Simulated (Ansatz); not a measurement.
# C₃H₁₀InN: single points with varied inputs

How do the results and run time of C₃H₁₀InN respond when the settings are drawn wide?

Program: Ansatz 0.2.0, Gaussian basis. Level of theory: the settings change from run to run. These are calculated values, not measurements.

2 further runs of the same task are left out: 2 for a known fault of the program. Runs told in other sessions of the task aren't counted.

### Step 1. The molecule

An earlier PBE0-D4 in a triple-zeta def2 set relaxation fixed the geometry. In takes a core potential in def2 sets; no spin-orbit term is included.

SMILES `CC(C)[NH][InH2]`, 15 atoms, charge 0, spin multiplicity 1.

Atoms are counted from 1 here; the program's logs count them from 0.

Bond lengths: C1–C2 1.515 Å, C1–H6 1.093 Å, C1–H7 1.095 Å, C1–H8 1.092 Å, C2–C3 1.524 Å, C2–N4 1.448 Å, C2–H9 1.103 Å, C3–H10 1.093 Å, C3–H11 1.094 Å, C3–H12 1.094 Å, N4–In5 2.016 Å, N4–H13 1.010 Å, In5–H14 1.708 Å, In5–H15 1.716 Å. Angles: C2–C1–H6 111.4°, C2–C1–H7 110.7°, C2–C1–H8 110.6°, H6–C1–H7 108.0°, H6–C1–H8 108.0°, H7–C1–H8 107.9°, C1–C2–C3 110.7°, C1–C2–N4 111.1°, C1–C2–H9 107.2°, C3–C2–N4 111.2°, C3–C2–H9 107.3°, N4–C2–H9 109.1°, C2–C3–H10 110.9°, C2–C3–H11 110.1°, C2–C3–H12 111.3°, H10–C3–H11 107.9°, H10–C3–H12 107.8°, H11–C3–H12 108.6° and more.

### Step 2. RPBE/def2-TZVP

This run has atoms shaken by 0.15 Å, high accuracy.

in.yaml

```yaml
crystal:
  periodic: [false, false, false]
  atoms:
    - {symbol: C, position_ang: [-0.967141, -0.884408, 0.718756]}
    - {symbol: C, position_ang: [0.262711, -0.165163, 0.563410]}
    - {symbol: C, position_ang: [1.631088, -0.889613, 0.222685]}
    - {symbol: N, position_ang: [0.182789, 1.146095, -0.302508]}
    - {symbol: In, position_ang: [-1.245391, 1.585026, -1.465071]}
    - {symbol: H, position_ang: [-2.147569, -0.481152, 0.853092]}
    - {symbol: H, position_ang: [-1.121399, -1.519011, -0.468885]}
    - {symbol: H, position_ang: [-0.619252, -1.506059, 1.749005]}
    - {symbol: H, position_ang: [0.594177, 0.195470, 1.647845]}
    - {symbol: H, position_ang: [2.538731, -0.061110, 0.253301]}
    - {symbol: H, position_ang: [1.651497, -1.349196, -0.688945]}
    - {symbol: H, position_ang: [1.670899, -1.429082, 1.065016]}
    - {symbol: H, position_ang: [0.972497, 1.694464, -0.307797]}
    - {symbol: H, position_ang: [-2.696110, 0.707874, -1.475342]}
    - {symbol: H, position_ang: [-0.769932, 2.763335, -2.453757]}
basis:
  gaussian: {orbitals: def2-TZVP}
hamiltonian: {xc: {name: RPBE}}
accuracy: high
output: {forces: true}
```

Launch:

```bash
$ ansatz run in.yaml --threads 4 --pin off --events-out ev --progress --plain --max-ram 11315MiB
```

Standard output, shortened:

```text
Functional definition: RPBE
  name "RPBE"
  cite "Hammer, Hansen & Nørskov, Phys. Rev. B 59, 7413 (1999) doi:10.1103/PhysRevB.59.7413"
  cite "Perdew, Burke & Ernzerhof, Phys. Rev. Lett. 77, 3865 (1996) doi:10.1103/PhysRevLett.77.3865"
[...]
4689 factors; integrals over basis functions are off by at most 2.9e-8 eV
[...]
mean field -9937.87285344 eV, -365.2100912318 hartree, gradient 5.7e-8 eV, S^2 0.000000; 0 other end points of the search recorded, 0 dependent functions left out
[...]
reference -9937.87285940 eV, -365.2100914507 hartree; 28, 28 occupied and 206, 206 virtual orbitals, 4689 factors
Total energy: -9937.87285940 eV, -365.2100914507 hartree
Atom 0 at    -0.967141    -0.884408     0.718756 Å, force    -3.276194    -4.158966    -0.822294 eV/Å
Atom 1 at     0.262711    -0.165163     0.563410 Å, force     3.804599     6.176464     0.729826 eV/Å
Atom 2 at     1.631088    -0.889613     0.222685 Å, force     0.056801     5.466659     0.049949 eV/Å
Atom 3 at     0.182789     1.146095    -0.302508 Å, force    -0.695700    -4.137192     2.783678 eV/Å
Atom 4 at    -1.245391     1.585026    -1.465071 Å, force    -2.751700    -0.172063    -1.338820 eV/Å
Atom 5 at    -2.147569    -0.481152     0.853092 Å, force     3.524858    -0.248570    -0.039495 eV/Å
Atom 6 at    -1.121399    -1.519011    -0.468885 Å, force     0.276667     0.893937     3.547395 eV/Å
Atom 7 at    -0.619252    -1.506059     1.749005 Å, force    -1.731570     0.384818    -2.835788 eV/Å
Atom 8 at     0.594177     0.195470     1.647845 Å, force    -0.894050    -0.068307    -1.440688 eV/Å
Atom 9 at     2.538731    -0.061110     0.253301 Å, force    -2.201879    -1.853483    -0.015593 eV/Å
Atom 10 at     1.651497    -1.349196    -0.688945 Å, force     0.033091    -1.710754    -2.523220 eV/Å
Atom 11 at     1.670899    -1.429082     1.065016 Å, force     1.232834    -3.149506     2.875521 eV/Å
Atom 12 at     0.972497     1.694464    -0.307797 Å, force     2.587586     1.213082     0.202163 eV/Å
Atom 13 at    -2.696110     0.707874    -1.475342 Å, force    -0.362588    -0.167116     0.017615 eV/Å
Atom 14 at    -0.769932     2.763335    -2.453757 Å, force     0.397245     1.530997    -1.190250 eV/Å
Dipole moment:     0.201374    -0.108940     0.247419 e Å
```

Wall time 22 s (4 threads of Arm Neoverse V1, shared host); peak memory 1.6 GiB.

Largest force 7.291 eV/Å, dipole 1.62 D.

### Step 3. SPW92/def2-TZVPP

Options: charge -1, multiplicity 2, restricted open-shell orbitals, atoms shaken by 0.03 Å, finite nuclei, a point charge of 1.00 e beside it.

in.yaml

```yaml
crystal:
  periodic: [false, false, false]
  atoms:
    - {symbol: C, position_ang: [-0.872688, -0.914320, 0.676670]}
    - {symbol: C, position_ang: [0.348719, -0.027337, 0.629444]}
    - {symbol: C, position_ang: [1.603198, -0.856539, 0.269764]}
    - {symbol: N, position_ang: [0.170243, 1.102060, -0.268097]}
    - {symbol: In, position_ang: [-1.357866, 1.634428, -1.489699]}
    - {symbol: H, position_ang: [-1.739049, -0.377691, 1.038743]}
    - {symbol: H, position_ang: [-1.091849, -1.405016, -0.273519]}
    - {symbol: H, position_ang: [-0.701830, -1.707419, 1.412775]}
    - {symbol: H, position_ang: [0.543460, 0.366833, 1.649693]}
    - {symbol: H, position_ang: [2.461142, -0.212496, 0.245166]}
    - {symbol: H, position_ang: [1.484775, -1.315843, -0.744614]}
    - {symbol: H, position_ang: [1.769778, -1.632957, 0.991896]}
    - {symbol: H, position_ang: [1.024989, 1.690575, -0.299816]}
    - {symbol: H, position_ang: [-2.768663, 0.700812, -1.529284]}
    - {symbol: H, position_ang: [-0.925868, 2.986025, -2.357212]}
basis:
  gaussian: {orbitals: def2-TZVPP, nuclear_model: gaussian, point_charges: [{charge: 1.00, position_ang: [6.071, 0.821, 0.590]}]}
total_charge: -1
magnetization: {spin_polarized: false, initial_magnetization: 1}
hamiltonian: {xc: {name: SPW92}}
```

Launched as before.

Standard output:

```text
Functional definition: SPW92
  name "SPW92"
  cite "Dirac, Proc. Camb. Phil. Soc. 26, 376 (1930) doi:10.1017/S0305004100016108"
  cite "Slater, Phys. Rev. 81, 385 (1951) doi:10.1103/PhysRev.81.385"
  cite "Perdew & Wang, Phys. Rev. B 45, 13244 (1992) doi:10.1103/PhysRevB.45.13244"
  exchange = slater_x
  correlation = pw_c
1673 factors; their error is unknown
mean field evaluation 1: about -9876.4327 eV, gradient 7.5e1 eV
mean field evaluation 2: about -9819.0909 eV, gradient 1.5e2 eV
mean field evaluation 4: about -9888.7569 eV, gradient 1.1e1 eV
mean field evaluation 8: about -9888.4665 eV, gradient 8.7e0 eV
mean field evaluation 16: about -9876.4338 eV, gradient 7.5e1 eV
mean field evaluation 32: about -9889.2162 eV, gradient 5.0e-4 eV
mean field evaluation 64: about -9862.8608 eV, gradient 7.0e1 eV
mean field -9889.21619229 eV, -363.4219919152 hartree, gradient 9.9e-6 eV, S^2 0.750000; 3 other end points of the search recorded, 0 dependent functions left out
reference -9889.21624837 eV, -363.4219939760 hartree; 29, 28 occupied and 285, 286 virtual orbitals, 1673 factors
Total energy: -9889.21624837 eV, -363.4219939760 hartree
```

It took 11 s on 4 threads of Arm Neoverse V1, shared host; peak memory 0.72 GiB.

### Step 4. CCSD/def2-mTZVPP

in.yaml

```yaml
crystal:
  periodic: [false, false, false]
  atoms:
    - {symbol: C, position_ang: [-0.865409, -0.913851, 0.697125]}
    - {symbol: C, position_ang: [0.365173, -0.031565, 0.651348]}
    - {symbol: C, position_ang: [1.600310, -0.846165, 0.285347]}
    - {symbol: N, position_ang: [0.179786, 1.075821, -0.262477]}
    - {symbol: In, position_ang: [-1.324539, 1.600371, -1.497202]}
    - {symbol: H, position_ang: [-1.751470, -0.347640, 0.994919]}
    - {symbol: H, position_ang: [-1.060659, -1.357101, -0.284890]}
    - {symbol: H, position_ang: [-0.728686, -1.727914, 1.411783]}
    - {symbol: H, position_ang: [0.521633, 0.362659, 1.669285]}
    - {symbol: H, position_ang: [2.490468, -0.212139, 0.253275]}
    - {symbol: H, position_ang: [1.473562, -1.299245, -0.702056]}
    - {symbol: H, position_ang: [1.781464, -1.641678, 1.013872]}
    - {symbol: H, position_ang: [1.006420, 1.654045, -0.312410]}
    - {symbol: H, position_ang: [-2.765970, 0.683347, -1.514457]}
    - {symbol: H, position_ang: [-0.922093, 3.001043, -2.403433]}
basis:
  gaussian: {orbitals: def2-mTZVPP}
hamiltonian: {xc: {name: HF}}
correlation: {method: ccsd}
```

Launched as before.

Standard output, shortened:

```text
Functional definition: HF
  name "HF"
  cite "Fock, Z. Phys. 61, 126 (1930) doi:10.1007/BF01340294"
  parent pbe
[...]
1658 factors; integrals over basis functions are off by at most 1.2e-3 eV
[...]
mean field -9880.75359621 eV, -363.1109972455 hartree, gradient 7.5e-7 eV, S^2 0.000000; 0 other end points of the search recorded, 0 dependent functions left out
8 core orbitals not correlated: weight in the atoms' cores, before any rotation towards them, 1.000 or more for the frozen orbitals, at most 0.000 for the correlated occupied ones
reference -9880.75359621 eV, -363.1109972455 hartree; 20, 20 occupied and 139, 139 virtual orbitals, 1658 factors
second order -21.34960470 eV of doubles, -0.00000000 eV of singles
cycle   1  -22.10192709 eV  change   -7.5e-1 eV  update   1.2e-1
[...]
cycle   9  -22.88716839 eV  change   -4.6e-5 eV  update   4.9e-5
Total energy: -9903.64076460 eV, -363.9520851701 hartree
```

It took 24 s on 4 threads of Arm Neoverse V1, shared host; peak memory 2 GiB.

T1 0.014.

### Step 5. B97/def2-TZVP

Options: atoms shaken by 0.03 Å, the search for lower states set to light.

in.yaml

```yaml
crystal:
  periodic: [false, false, false]
  atoms:
    - {symbol: C, position_ang: [-0.903832, -0.907118, 0.676671]}
    - {symbol: C, position_ang: [0.344259, -0.026364, 0.655695]}
    - {symbol: C, position_ang: [1.612055, -0.795517, 0.328185]}
    - {symbol: N, position_ang: [0.175320, 1.080924, -0.279893]}
    - {symbol: In, position_ang: [-1.301000, 1.596484, -1.425195]}
    - {symbol: H, position_ang: [-1.739430, -0.303098, 0.961994]}
    - {symbol: H, position_ang: [-1.107512, -1.357482, -0.311237]}
    - {symbol: H, position_ang: [-0.721509, -1.782844, 1.445641]}
    - {symbol: H, position_ang: [0.529359, 0.341911, 1.653605]}
    - {symbol: H, position_ang: [2.497245, -0.258744, 0.308820]}
    - {symbol: H, position_ang: [1.499991, -1.327764, -0.769935]}
    - {symbol: H, position_ang: [1.791301, -1.647306, 1.034041]}
    - {symbol: H, position_ang: [0.977454, 1.753670, -0.318053]}
    - {symbol: H, position_ang: [-2.803256, 0.696069, -1.487697]}
    - {symbol: H, position_ang: [-0.941388, 2.998214, -2.405391]}
basis:
  gaussian: {orbitals: def2-TZVP}
hamiltonian: {xc: {name: B97}}
scf: {lower_state_search: light}
output: {forces: true}
```

Launched as before.

Standard output, shortened:

```text
Functional definition: B97
  name "B97"
  cite "Becke, J. Chem. Phys. 107, 8554 (1997) doi:10.1063/1.475007"
[...]
      + integral(e_c_pw_opposite_spin*poly(b97_u_opposite, cos0, cos1, cos2))
1600 factors; their error is unknown
[...]
mean field -9937.87948797 eV, -365.2103350464 hartree, gradient 1.7e-5 eV, S^2 0.000000; 0 other end points of the search recorded, 0 dependent functions left out
[...]
reference -9937.87952970 eV, -365.2103365797 hartree; 28, 28 occupied and 206, 206 virtual orbitals, 1600 factors
Total energy: -9937.87952970 eV, -365.2103365797 hartree
Atom 0 at    -0.903832    -0.907118     0.676671 Å, force     1.305546    -1.899985     0.981566 eV/Å
Atom 1 at     0.344259    -0.026364     0.655695 Å, force     0.573331     0.027108    -0.689440 eV/Å
Atom 2 at     1.612055    -0.795517     0.328185 Å, force    -1.620813    -3.976094    -2.332371 eV/Å
[...]
Atom 5 at    -1.739430    -0.303098     0.961994 Å, force    -0.769977     0.136691     0.381321 eV/Å
Atom 6 at    -1.107512    -1.357482    -0.311237 Å, force     0.121573     0.104586     0.305734 eV/Å
Atom 7 at    -0.721509    -1.782844     1.445641 Å, force    -0.596751     1.652189    -1.404589 eV/Å
Atom 8 at     0.529359     0.341911     1.653605 Å, force    -0.286360     0.464094     0.749272 eV/Å
Atom 9 at     2.497245    -0.258744     0.308820 Å, force     1.645901     1.547664    -0.074181 eV/Å
Atom 10 at     1.499991    -1.327764    -0.769935 Å, force     0.287107     1.276262     2.460693 eV/Å
Atom 11 at     1.791301    -1.647306     1.034041 Å, force    -0.284199     0.549372    -0.344564 eV/Å
Atom 12 at     0.977454     1.753670    -0.318053 Å, force    -0.872209    -1.137160     0.273393 eV/Å
Atom 13 at    -2.803256     0.696069    -1.487697 Å, force     0.321208     0.202191     0.020323 eV/Å
Atom 14 at    -0.941388     2.998214    -2.405391 Å, force    -0.044932    -0.156397     0.148297 eV/Å
Dipole moment:     0.169759    -0.043508     0.208268 e Å
```

Run time: 12 s. Hardware: 4 threads of Arm Neoverse V1, shared host; peak memory 0.8 GiB.

Largest force 4.886 eV/Å, dipole 1.31 D.

### Step 6. B2GP-PLYP/def2-SVP

in.yaml

```yaml
crystal:
  periodic: [false, false, false]
  atoms:
    - {symbol: C, position_ang: [-0.865409, -0.913851, 0.697125]}
    - {symbol: C, position_ang: [0.365173, -0.031565, 0.651348]}
    - {symbol: C, position_ang: [1.600310, -0.846165, 0.285347]}
    - {symbol: N, position_ang: [0.179786, 1.075821, -0.262477]}
    - {symbol: In, position_ang: [-1.324539, 1.600371, -1.497202]}
    - {symbol: H, position_ang: [-1.751470, -0.347640, 0.994919]}
    - {symbol: H, position_ang: [-1.060659, -1.357101, -0.284890]}
    - {symbol: H, position_ang: [-0.728686, -1.727914, 1.411783]}
    - {symbol: H, position_ang: [0.521633, 0.362659, 1.669285]}
    - {symbol: H, position_ang: [2.490468, -0.212139, 0.253275]}
    - {symbol: H, position_ang: [1.473562, -1.299245, -0.702056]}
    - {symbol: H, position_ang: [1.781464, -1.641678, 1.013872]}
    - {symbol: H, position_ang: [1.006420, 1.654045, -0.312410]}
    - {symbol: H, position_ang: [-2.765970, 0.683347, -1.514457]}
    - {symbol: H, position_ang: [-0.922093, 3.001043, -2.403433]}
basis:
  gaussian: {orbitals: def2-SVP}
hamiltonian: {xc: {name: B2GP-PLYP}}
```

Same command.

Standard output, shortened:

```text
Functional definition: B2GP-PLYP
  name "B2GP-PLYP"
  cite "Karton, Tarnopolsky, Lamère, Schatz & Martin, J. Phys. Chem. A 112, 12868 (2008) doi:10.1021/jp801805p"
  cite "Becke, Phys. Rev. A 38, 3098 (1988) doi:10.1103/PhysRevA.38.3098"
  cite "Lee, Yang & Parr, Phys. Rev. B 37, 785 (1988) doi:10.1103/PhysRevB.37.785"
[...]
1435 factors; integrals over basis functions are off by at most 1.6e-3 eV
[...]
mean field -9909.51814794 eV, -364.1680750240 hartree, gradient 9.1e-6 eV, S^2 0.000000; 0 other end points of the search recorded, 0 dependent functions left out
8 core orbitals not correlated: weight in the atoms' cores, before any rotation towards them, 1.000 or more for the frozen orbitals, at most 0.000 for the correlated occupied ones
reference -9909.51828852 eV, -364.1680801905 hartree; 20, 20 occupied and 104, 104 virtual orbitals, 1435 factors
second order -22.35460626 eV of doubles, -0.00000000 eV of singles
Total energy: -9917.56594678 eV, -364.4638261764 hartree
```

Run time: 3.2 s. Hardware: 4 threads of Arm Neoverse V1, shared host; peak memory 0.32 GiB.

### Step 7. SPW92/ANO-RCC-VTZP

Changes to in.yaml since step 6:

```diff
@@ -19,3 +19,3 @@
 basis:
-  gaussian: {orbitals: def2-SVP}
-hamiltonian: {xc: {name: B2GP-PLYP}}
+  gaussian: {orbitals: ANO-RCC-VTZP}
+hamiltonian: {xc: {name: SPW92}}
```

The command is unchanged.

Standard output:

```text
Functional definition: SPW92
  name "SPW92"
  cite "Dirac, Proc. Camb. Phil. Soc. 26, 376 (1930) doi:10.1017/S0305004100016108"
  cite "Slater, Phys. Rev. 81, 385 (1951) doi:10.1103/PhysRev.81.385"
  cite "Perdew & Wang, Phys. Rev. B 45, 13244 (1992) doi:10.1103/PhysRevB.45.13244"
  exchange = slater_x
  correlation = pw_c
2078 factors; their error is unknown
mean field evaluation 1: about -164569.5232 eV, gradient 1.0e2 eV
mean field evaluation 2: about -164413.7026 eV, gradient 2.4e2 eV
mean field evaluation 4: about -164590.7655 eV, gradient 3.4e1 eV
mean field evaluation 8: about -164593.0519 eV, gradient 3.0e-1 eV
mean field evaluation 16: about -164593.0073 eV, gradient 4.8e-4 eV
mean field -164593.00731086 eV, -6048.6814535269 hartree, gradient 4.7e-5 eV, S^2 0.000000; 0 other end points of the search recorded, 0 dependent functions left out
reference -164593.00740413 eV, -6048.6814569543 hartree; 42, 42 occupied and 286, 286 virtual orbitals, 2078 factors
Total energy: -164593.00740413 eV, -6048.6814569543 hartree
Relativity: scalar
```

It took 7.5 s on 4 threads of Arm Neoverse V1, shared host; peak memory 0.84 GiB.

### Step 8. B2GP-PLYP/STO-3G

Set apart from the defaults: atoms shaken by 0.03 Å.

in.yaml

```yaml
crystal:
  periodic: [false, false, false]
  atoms:
    - {symbol: C, position_ang: [-0.848676, -0.879893, 0.677713]}
    - {symbol: C, position_ang: [0.390209, -0.041314, 0.622082]}
    - {symbol: C, position_ang: [1.634913, -0.873662, 0.264576]}
    - {symbol: N, position_ang: [0.161939, 1.062124, -0.193602]}
    - {symbol: In, position_ang: [-1.285491, 1.602321, -1.526599]}
    - {symbol: H, position_ang: [-1.799697, -0.324543, 1.010033]}
    - {symbol: H, position_ang: [-1.067459, -1.326144, -0.281785]}
    - {symbol: H, position_ang: [-0.729577, -1.737681, 1.392614]}
    - {symbol: H, position_ang: [0.497731, 0.389377, 1.618902]}
    - {symbol: H, position_ang: [2.459982, -0.236485, 0.232597]}
    - {symbol: H, position_ang: [1.508645, -1.326327, -0.759287]}
    - {symbol: H, position_ang: [1.738732, -1.652095, 0.991354]}
    - {symbol: H, position_ang: [0.993516, 1.621660, -0.308555]}
    - {symbol: H, position_ang: [-2.757287, 0.742333, -1.507693]}
    - {symbol: H, position_ang: [-0.901624, 3.018176, -2.443279]}
basis:
  gaussian: {orbitals: STO-3G}
hamiltonian: {xc: {name: B2GP-PLYP}}
```

Launched as before.

Standard output, shortened:

```text
Functional definition: B2GP-PLYP
  name "B2GP-PLYP"
  cite "Karton, Tarnopolsky, Lamère, Schatz & Martin, J. Phys. Chem. A 112, 12868 (2008) doi:10.1021/jp801805p"
  cite "Becke, Phys. Rev. A 38, 3098 (1988) doi:10.1103/PhysRevA.38.3098"
  cite "Lee, Yang & Parr, Phys. Rev. B 37, 785 (1988) doi:10.1103/PhysRevB.37.785"
[...]
795 factors; integrals over basis functions are off by at most 3.7e-5 eV
[...]
mean field -159368.70725225 eV, -5856.6919675304 hartree, gradient 2.4e-6 eV, S^2 0.000000; 0 other end points of the search recorded, 0 dependent functions left out
22 core orbitals not correlated: weight in the atoms' cores, before any rotation towards them, 1.000 or more for the frozen orbitals, at most 0.000 for the correlated occupied ones
reference -159368.70735944 eV, -5856.6919714697 hartree; 20, 20 occupied and 15, 15 virtual orbitals, 795 factors
second order -7.77659336 eV of doubles, -0.00000000 eV of singles
Total energy: -159371.50693305 eV, -5856.7948539022 hartree
```

Run time: 1.4 s. Hardware: 4 threads of Arm Neoverse V1, shared host.

### Step 9. The runs in one table

```tsv
level	charge	multiplicity	geometry	functions	energy (eV)	time
RPBE/def2-TZVP	0	1	shaken	234	-9937.873	22 s
SPW92/def2-TZVPP	-1	2	shaken, point charge	314	-9889.216	11 s
CCSD/def2-mTZVPP	0	1	relaxed	167	-9903.641	24 s
B97/def2-TZVP	0	1	shaken	234	-9937.880	12 s
B2GP-PLYP/def2-SVP	0	1	relaxed	132	-9917.566	3.2 s
SPW92/ANO-RCC-VTZP	0	1	relaxed	328	-164593.007	7.5 s
B2GP-PLYP/STO-3G	0	1	shaken	57	-159371.507	1.4 s
```

### Step 10. Summary of results

```
                                         quantity                    value
                                             runs                        7
                                         quickest  B2GP-PLYP/STO-3G, 1.4 s
                                          slowest   CCSD/def2-mTZVPP, 24 s
spread of total energies, same state and geometry              154689.4 eV
```

CCSD/def2-mTZVPP took 17 times as long as B2GP-PLYP/STO-3G. The jobs differ in tasks and options as well as level. The totals spread over 154689 eV; they can't be compared across methods or bases. Some of these runs are scalar-relativistic and others not, which shifts the totals of all-electron atoms past neon by several eV an atom and more; core potentials, where a basis has them, take the core out of the total altogether.
